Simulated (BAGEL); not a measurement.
# singlet CHClNSi+, step by step

Aim: a series of 8 runs (HF/cc-pVDZ, ROHF/aug-cc-pVDZ, HF/aug-cc-pVDZ, ROHF/cc-pVTZ, HF/cc-pVTZ, ROHF/aug-cc-pVTZ, HF/aug-cc-pVTZ, HF/aug-cc-pVQZ) of CHClNSi. 

The results are computed with BAGEL 1.2.2.

2 further runs of the same task are left out: 2 set aside as unsound or not needed.

### 1 The molecule

The species is CHClNSi+ (5 atoms), meant as a singlet with charge +1. SMILES of the parent species: `N#C[SiH]Cl`. The coordinates come from a PBE0-D4/def2-TZVP relaxation. That shape belongs to the parent species and isn't relaxed for this state.

Bond lengths: N1–C2 1.154 Å, C2–Si3 1.834 Å, Si3–Cl4 2.035 Å, Si3–H5 1.481 Å. Angles: N1–C2–Si3 174.6°, C2–Si3–Cl4 109.0°, C2–Si3–H5 108.9°, Cl4–Si3–H5 110.9°.

### 2 The energy at HF/cc-pVDZ (density fitting with tzvpp-jkfit, property ionisation energy) (run 1)

Input file input.json:

```json
{ "bagel" : [

{
  "title" : "molecule",
  "basis" : "cc-pvdz.json",
  "df_basis" : "tzvpp-jkfit",
  "angstrom" : true,
  "geometry" : [
    { "atom" : "N", "xyz" : [      -1.370200,       0.130500,      -1.827500 ] },
    { "atom" : "C", "xyz" : [      -0.756100,       0.007500,      -0.858000 ] },
    { "atom" : "Si", "xyz" : [       0.105400,      -0.310100,       0.730000 ] },
    { "atom" : "Cl", "xyz" : [       2.040100,      -0.810700,       0.347000 ] },
    { "atom" : "H", "xyz" : [       0.030700,       0.909000,       1.567100 ] }
  ]
},

{ "title" : "hf", "charge" : 1 },

{ "title" : "print", "file" : "orbitals.molden", "orbitals" : true }

]}
```

The basis set cc-pVDZ is read from a file made from the Basis Set Exchange's data (not shown).

On the command line:

```bash
$ BAGEL_NUM_THREADS=1 BAGEL input.json > input.out
```

Log:

```text
* using 1 threads per process

  ===============================================================
  ===============================================================

  *** Geometry ***

  { "atom" : "N", "xyz" : [     -2.589303,      0.246609,     -3.453474 ] },
  { "atom" : "C", "xyz" : [     -1.428822,      0.014173,     -1.621385 ] },
  { "atom" : "Si", "xyz" : [      0.199177,     -0.586004,      1.379500 ] },
  { "atom" : "Cl", "xyz" : [      3.855230,     -1.532001,      0.655735 ] },
  { "atom" : "H", "xyz" : [      0.058015,      1.717761,      2.961390 ] },

  Number of auxiliary basis functions:      426

  Since a DF basis is specified, we compute 2- and 3-index integrals:
    o Being stored without compression. Storage requirement is 0.016 GB

  Number of basis functions:       69
  Number of electrons      :       45

    * METHOD: MOLECULE                             0.13

  *** RHF ***

  === Nuclear Repulsion ===
   165.2926930878

      * DIIS with orbital gradients will be used.

  === RHF iteration (cc-pvdz.json) ===
      0       -840.83165536          0.01948156           0.04
      1       -840.88437809          0.01927837           0.04
      2       -841.00239368          0.00192673           0.04
[... 15 lines of this table left out ...]
     18       -841.00587923          0.00000001           0.04
    * SCF iteration converged.

    * Permanent dipole moment:
           (    0.498625,     0.247626,    -2.063688) a.u.

    * METHOD: HF                                   0.83

    * METHOD: PRINT                                0.01

  ===============================================================
```

Wall time 1.1 s (1 thread of Arm Neoverse V2, shared host).

### 3 Doublet neutral CHClNSi: the energy at ROHF/aug-cc-pVDZ (density fitting with tzvpp-jkfit, property ionisation energy) (run 2)

Input file input.json:

```json
{ "bagel": [

{
  "title": "molecule",
  "basis": "aug-cc-pvdz.json",
  "df_basis": "tzvpp-jkfit",
  "angstrom": true,
  "geometry": [
    { "atom": "N", "xyz": [   -1.370200,    0.130500,   -1.827500 ] },
    { "atom": "C", "xyz": [   -0.756100,    0.007500,   -0.858000 ] },
    { "atom": "Si", "xyz": [    0.105400,   -0.310100,    0.730000 ] },
    { "atom": "Cl", "xyz": [    2.040100,   -0.810700,    0.347000 ] },
    { "atom": "H", "xyz": [    0.030700,    0.909000,    1.567100 ] }
  ]
},
{
  "title": "rohf",
  "nopen": 1
},
{
  "title": "print",
  "file": "orbitals.molden",
  "orbitals": true
}

]}
```

The basis set aug-cc-pVDZ is read from a file made from the Basis Set Exchange's data (not shown).

On the command line:

```bash
$ BAGEL_NUM_THREADS=1 BAGEL input.json > input.out
```

Log:

```text
* using 1 threads per process

  ===============================================================
  ===============================================================

  *** Geometry ***

  { "atom" : "N", "xyz" : [     -2.589303,      0.246609,     -3.453474 ] },
  { "atom" : "C", "xyz" : [     -1.428822,      0.014173,     -1.621385 ] },
  { "atom" : "Si", "xyz" : [      0.199177,     -0.586004,      1.379500 ] },
  { "atom" : "Cl", "xyz" : [      3.855230,     -1.532001,      0.655735 ] },
  { "atom" : "H", "xyz" : [      0.058015,      1.717761,      2.961390 ] },

  Number of auxiliary basis functions:      426

  Since a DF basis is specified, we compute 2- and 3-index integrals:
    o Being stored without compression. Storage requirement is 0.040 GB

  Number of basis functions:      109
  Number of electrons      :       45

    * METHOD: MOLECULE                             0.18

  *** Open-shell HF ***

  === Nuclear Repulsion ===
   165.2926930878

      * DIIS with orbital gradients will be used.

  === ROHF iteration (aug-cc-pvdz.json) ===
      0       -840.84240498          0.04622076           0.14
      1       -840.86270755          0.06280237           0.14
      2       -840.91750164          0.04867324           0.14
[... 16 lines of this table left out ...]
     19       -841.35775653          0.00000000           0.15
    * SCF iteration converged.

    * S^2 (ROHF) is 0.7500

    * Permanent dipole moment:
           (   -0.291998,     0.047327,    -1.220190) a.u.

    * METHOD: ROHF                                 3.04

    * METHOD: PRINT                                0.02

  ===============================================================
```

Wall time 3.6 s (1 thread of Arm Neoverse V2, shared host); peak memory 0.13 GiB.

Runs 3 to 6 aren't shown in full; the table further down has their settings and results.

### 4 The energy at HF/aug-cc-pVTZ (density fitting with tzvpp-jkfit, property ionisation energy) (run 7)

input.json: that of step 3 with these lines changed.

```diff
@@ -4,3 +4,3 @@
   "title": "molecule",
-  "basis": "aug-cc-pvdz.json",
+  "basis": "aug-cc-pvtz.json",
   "df_basis": "tzvpp-jkfit",
@@ -16,4 +16,4 @@
 {
-  "title": "rohf",
-  "nopen": 1
+  "title": "hf",
+  "charge": 1
 },
```

The basis set aug-cc-pVTZ is read from a file made from the Basis Set Exchange's data (not shown).

On the command line:

```bash
$ BAGEL_NUM_THREADS=1 BAGEL input.json > input.out
```

Log:

```text
* using 1 threads per process

  ===============================================================
  ===============================================================

  *** Geometry ***

  { "atom" : "N", "xyz" : [     -2.589303,      0.246609,     -3.453474 ] },
  { "atom" : "C", "xyz" : [     -1.428822,      0.014173,     -1.621385 ] },
  { "atom" : "Si", "xyz" : [      0.199177,     -0.586004,      1.379500 ] },
  { "atom" : "Cl", "xyz" : [      3.855230,     -1.532001,      0.655735 ] },
  { "atom" : "H", "xyz" : [      0.058015,      1.717761,      2.961390 ] },

  Number of auxiliary basis functions:      426

  Since a DF basis is specified, we compute 2- and 3-index integrals:
    o Being stored without compression. Storage requirement is 0.158 GB

  Number of basis functions:      215
  Number of electrons      :       45

    * METHOD: MOLECULE                             0.37

  *** RHF ***

  === Nuclear Repulsion ===
   165.2926930878

      * DIIS with orbital gradients will be used.

  === RHF iteration (aug-cc-pvtz.json) ===
      0       -840.84408844          0.01485747           0.18
      1       -840.88793698          0.01518363           0.18
      2       -841.06249734          0.00139324           0.18
[... 15 lines of this table left out ...]
     18       -841.06650822          0.00000001           0.18
    * SCF iteration converged.

    * Permanent dipole moment:
           (    0.375078,     0.261472,    -2.050153) a.u.

    * METHOD: HF                                   3.77

    * METHOD: PRINT                                0.07

  ===============================================================
```

Run time: 4.5 s. Hardware: 1 thread of Arm Neoverse V2, shared host; peak memory 0.29 GiB.

### 5 A single-point energy at HF/aug-cc-pVQZ (density fitting with qzvpp-jkfit, property ionisation energy) (run 8)

Input file hf.json:

```json
{ "bagel": [

{
  "title": "molecule",
  "basis": "aug-cc-pvqz.json",
  "df_basis": "qzvpp-jkfit",
  "angstrom": "true",
  "geometry": [
    { "atom": "N", "xyz": [      -1.370200,       0.130500,      -1.827500 ] },
    { "atom": "C", "xyz": [      -0.756100,       0.007500,      -0.858000 ] },
    { "atom": "Si", "xyz": [       0.105400,      -0.310100,       0.730000 ] },
    { "atom": "Cl", "xyz": [       2.040100,      -0.810700,       0.347000 ] },
    { "atom": "H", "xyz": [       0.030700,       0.909000,       1.567100 ] }
  ]
},

{ "title": "hf", "charge": 1 },

{ "title": "print", "file": "orbitals.molden", "orbitals": "true" }

]}
```

The basis set aug-cc-pVQZ is read from a file made from the Basis Set Exchange's data (not shown).

On the command line:

```bash
$ BAGEL_NUM_THREADS=1 BAGEL hf.json > hf.out
```

Log:

```text
* using 1 threads per process

  ===============================================================
  ===============================================================

  *** Geometry ***

  { "atom" : "N", "xyz" : [     -2.589303,      0.246609,     -3.453474 ] },
  { "atom" : "C", "xyz" : [     -1.428822,      0.014173,     -1.621385 ] },
  { "atom" : "Si", "xyz" : [      0.199177,     -0.586004,      1.379500 ] },
  { "atom" : "Cl", "xyz" : [      3.855230,     -1.532001,      0.655735 ] },
  { "atom" : "H", "xyz" : [      0.058015,      1.717761,      2.961390 ] },

  Number of auxiliary basis functions:      426

  Since a DF basis is specified, we compute 2- and 3-index integrals:
    o Being stored without compression. Storage requirement is 0.477 GB

  Number of basis functions:      374
  Number of electrons      :       45

    * METHOD: MOLECULE                             0.92

  *** RHF ***

  === Nuclear Repulsion ===
   165.2926930878

      * DIIS with orbital gradients will be used.

  === RHF iteration (aug-cc-pvqz.json) ===
      0       -840.75675653          0.01401212           0.42
      1       -840.78962001          0.01521777           0.47
      2       -841.07430792          0.00130422           0.44
[... 15 lines of this table left out ...]
     18       -841.07998649          0.00000001           0.42
    * SCF iteration converged.

    * Permanent dipole moment:
           (    0.370066,     0.265458,    -2.049489) a.u.

    * METHOD: HF                                   9.12

    * METHOD: PRINT                                0.21

  ===============================================================
```

Wall time 11 s (1 thread of Arm Neoverse V2, shared host); peak memory 0.68 GiB.

### 6 Overview of the runs

```csv
run,level,integral approximation,partner,energy (Eh),HOMO energy (eV),LUMO energy (eV),HOMO–LUMO gap (eV),wall time
1,"HF/cc-pVDZ (density fitting with tzvpp-jkfit, property ionisation energy)",tzvpp-jkfit,cation,-841.005879,-18.78,-8.40,10.38,1.1 s
2,"ROHF/aug-cc-pVDZ (density fitting with tzvpp-jkfit, property ionisation energy)",tzvpp-jkfit,base,-841.357757,–,–,–,3.6 s
3,"HF/aug-cc-pVDZ (density fitting with tzvpp-jkfit, property ionisation energy)",tzvpp-jkfit,cation,-841.014151,-18.77,-8.37,10.40,1.8 s
4,"ROHF/cc-pVTZ (density fitting with tzvpp-jkfit, property ionisation energy)",tzvpp-jkfit,base,-841.407492,–,–,–,4.8 s
5,"HF/cc-pVTZ (density fitting with tzvpp-jkfit, property ionisation energy)",tzvpp-jkfit,cation,-841.064828,-18.77,-8.34,10.43,2.4 s
6,"ROHF/aug-cc-pVTZ (density fitting with tzvpp-jkfit, property ionisation energy)",tzvpp-jkfit,base,-841.409498,–,–,–,8.4 s
7,"HF/aug-cc-pVTZ (density fitting with tzvpp-jkfit, property ionisation energy)",tzvpp-jkfit,cation,-841.066508,-18.76,-8.34,10.43,4.5 s
8,"HF/aug-cc-pVQZ (density fitting with qzvpp-jkfit, property ionisation energy)",qzvpp-jkfit,cation,-841.079986,-18.76,-8.33,10.44,11 s
```

### 7 Outcome

| quantity | value |
| --- | --- |
| run 8, HF/aug-cc-pVQZ: total energy | -841.07999 Eh |
| run 8, HF/aug-cc-pVQZ: HOMO energy | -18.76 eV |
| run 8, HF/aug-cc-pVQZ: LUMO energy | -8.33 eV |
| run 8, HF/aug-cc-pVQZ: HOMO–LUMO gap | 10.44 eV |
| vertical ionisation energy (to the singlet cation), ROHF/aug-cc-pVDZ | 9.350 eV |
| vertical ionisation energy (to the singlet cation), ROHF/cc-pVTZ | 9.324 eV |
| vertical ionisation energy (to the singlet cation), ROHF/aug-cc-pVTZ | 9.333 eV |

At ROHF/aug-cc-pVDZ: removing an electron at fixed nuclei costs 9.35 eV (216 kcal/mol). Only the singlet of the ionised species was computed; a triplet could lie lower. At ROHF/cc-pVTZ: removing an electron at fixed nuclei costs 9.32 eV (215 kcal/mol). At ROHF/aug-cc-pVTZ: the vertical ionisation energy comes to 9.33 eV (901 kJ/mol). Over runs 1, 3, 5, 7, 8 the HOMO–LUMO gap runs from 10.38 eV (HF/cc-pVDZ) to 10.44 eV (HF/aug-cc-pVQZ). All runs together took 37 s, the longest 11 s.
